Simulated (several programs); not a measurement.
# TiO2 (anatase) from semi-empirical methods to plane-wave DFT

Measured values to be reproduced:
- band gap: 3.2 eV (indirect band gap, quoted experimental value; “Emerging giant resonant exciton induced by Ta-substitution in anatase TiO2: a tunable correlation effect”; literature experimental gap quoted as input to the TDDFT kernel; sample and temperature not stated; 2016; arxiv:1605.06887)

Anatase TiO2, relaxed with r2SCAN in Ansatz, was computed with several methods. Space group I4_1/amd (No. 141), tetragonal; conventional cell a = 3.778 Å, c = 9.583 Å, 11.40 Å³ an atom. Ti has 6 O at 1.93–1.99 Å and 4 Ti at 3.05 Å; O has 3 Ti at 1.93–1.99 Å. No spin polarisation and no zero-point or thermal motion.

Space group I4_1/amd:1 (No. 141). a = 3.778 Å, b = 3.778 Å, c = 9.583 Å, α = 90.00°, β = 90.00°, γ = 90.00°
```tsv
atom	site	symmetry	x	y	z
Ti	4a	-4m2	0.0000	0.5000	0.2500
O	8e	2mm.	0.0000	0.5000	0.0427
```

Gaps and times are for a single point on this cell; volume and bulk modulus come from each method's own relaxation or energy curve at fixed shape, which is too stiff where a cell has free coordinates or axes. Times are rough, from shared hosts (Arm Neoverse V1; Intel Xeon Platinum 8488C), and each method has its own mesh and cell size. A double dagger marks a value from a curve with shape and coordinates held. A star marks a curve whose lowest point is an end point. PM6 (MOPAC), PM7 (MOPAC), GFN1-xTB (tblite), GFN2-xTB (tblite) treat a cluster of cells at its zone centre, which samples few k points: where these miss a band edge, the gap comes out too large for that reason alone. Gaps from k meshes are read at a limited set of points (mesh, symmetry points, PBE's band edges), so each method's own least gap may be somewhat smaller. xTB and the PM methods were fitted mostly to molecules, and can miss a solid's gap by electronvolts. Minimal bases can be far off for gaps. Times of the plane-wave ladder aren't listed, since it ran on unlike processors and cards. GLLB-SC's gap includes the derivative discontinuity. d marks a direct gap, i an indirect one (no mark: not told apart), a dash a value that wasn't computed or didn't pass its checks.

```tsv
method	kind	gap (eV)	own volume (Å³/atom)	bulk modulus (GPa)	atoms computed	processor time
PBEsol	semilocal	–	11.31	–	6	–
light PBE (260 eV and a coarse mesh)	light plane-wave	2.25 i	–	–	6	1.8 s
GFN1-xTB (tblite)	tight binding	1.70	10.72‡	131‡	cluster	7.8 s
GFN2-xTB (tblite)	tight binding	1.07	10.25*‡	120*‡	cluster	14 s
LDA	semilocal	2.04 i	11.02	–	6	–
PBE	semilocal	2.15 i	11.67	206‡	6	–
PM7 (MOPAC)	semi-empirical	8.07	–	–	cluster	27 s
PBE/SZV (CP2K)	small basis	1.41 i	11.72‡	213‡	6	28 s
r2SCAN	semilocal	2.53 i	11.40	227‡	6	–
PM6 (MOPAC)	semi-empirical	9.96	–	–	cluster	41 s
PBE/DZVP (CP2K)	small basis	2.05 i	11.66‡	209‡	6	69 s
GLLB-SC (GPAW)	model potential	4.33	–	–	6	110 s
PBE0	hybrid	4.38 i	–	–	6	–
HSE06	hybrid	3.64 i	–	–	6	–
DDH-PBE0	hybrid	3.46 i	–	–	6	–
r2SCANh	hybrid	3.37 i	–	–	6	–
```

Against HSE06 (3.64 eV) and with closed or daggered gaps left aside, the nearest gap at the points sampled is that of DDH-PBE0 (-0.18 eV) and the farthest that of PM6 (MOPAC) (+6.32 eV). HSE06 is only a yardstick of convenience, and nearness to it can be luck.

Volumes against r2SCAN's: PBEsol -0.7 %, LDA -3.3 %, PBE +2.4 %.

Comparison with experiment:
- Band gap, measured 3.2 eV: light PBE (260 eV and a coarse mesh) -0.95 eV, GFN1-xTB (tblite) -1.50 eV, GFN2-xTB (tblite) -2.13 eV, LDA -1.16 eV, PBE -1.05 eV, PM7 (MOPAC) +4.87 eV, PBE/SZV (CP2K) -1.79 eV, r2SCAN -0.67 eV, PM6 (MOPAC) +6.76 eV, PBE/DZVP (CP2K) -1.15 eV, GLLB-SC (GPAW) +1.13 eV, PBE0 +1.18 eV, HSE06 +0.44 eV, DDH-PBE0 +0.26 eV, r2SCANh +0.17 eV.
The calculations are for a static lattice; samples hold vibrations, temperature and, in optical gaps, excitons. A measured value is shown where most reports agree with it, and only for the quantities listed.
